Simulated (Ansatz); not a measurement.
**C3HBr (SMILES BrC1=C=C1): single points off equilibrium**

The task here is to estimate one member of a computed series from the others.

The runs use Ansatz 0.2.0, Gaussian basis; single points in def2-TZVPP.

Correlated methods freeze the cores. Filled d shells of the heavier atoms are correlated.

### The starting structure

SMILES `BrC1=C=C1`, 5 atoms, charge 0, spin multiplicity 1.

Atoms are counted from 1 here; the program's logs count them from 0.

Bond lengths: Br1–C2 1.914 Å, C2–C3 1.293 Å, C2–C4 1.395 Å, C3–C4 1.549 Å, C4–H5 1.085 Å. Angles: Br1–C2–C3 152.0°, Br1–C2–C4 137.6°, C3–C2–C4 70.3°, C2–C3–C4 58.0°, C2–C4–C3 51.8°, C2–C4–H5 149.7°, C3–C4–H5 158.5°.

As a file:

```
Br   -2.1122    0.1027    0.8351
C    -0.4568    0.3471   -0.0932
C     0.2577    0.8748   -1.0324
C     0.8274   -0.1980   -0.0705
H     1.5476   -0.8808    0.3670
```

Set-up of the first run:

Input file run/in.yaml:

```yaml
crystal:
  periodic: [false, false, false]
  atoms:
    - {symbol: Br, position_ang: [-2.112200, 0.102700, 0.835100]}
    - {symbol: C, position_ang: [-0.456800, 0.347100, -0.093200]}
    - {symbol: C, position_ang: [0.257700, 0.874800, -1.032400]}
    - {symbol: C, position_ang: [0.827400, -0.198000, -0.070500]}
    - {symbol: H, position_ang: [1.547600, -0.880800, 0.367000]}
basis:
  gaussian: {orbitals: def2-TZVPP}
correlation: {method: ccsd_t}
output: {forces: true}
```

No record of the launch command was kept for these runs.

Among the steps run: CCSD(T)/def2-TZVPP; PBE0-D4/def2-TZVPP; wB97M-V/def2-TZVPP; r2SCAN-D4/def2-TZVPP; PBE-D4/def2-TZVPP; r2SCANh-D4/def2-TZVPP; BHLYP-D4/def2-TZVPP.

One table of the session follows, with a row left open; its other results are not shown here.

```
    method  RMS force component (eV/Å)  angle to CCSD(T) forces (°)  dipole (D)
   CCSD(T)                       2.711                    reference        3.18
   PBE0-D4                       2.674                          8.6        3.24
   wB97M-V                       2.600                          8.8        3.24
 r2SCAN-D4                       2.629                          7.0        3.24
    PBE-D4                       2.621                          3.6        3.20
r2SCANh-D4                           ?                            ?           ?
  BHLYP-D4                       2.602                         15.4        3.26
```

Q: Estimate the row for r2SCANh-D4 from the others.

**Answer.** RMS force component (eV/Å): 2.647; angle to CCSD(T) forces (°): 8.7; dipole (D): 3.25. In the column «RMS force component (eV/Å)» it lies between r2SCAN-D4 (2.629) and PBE0-D4 (2.674).
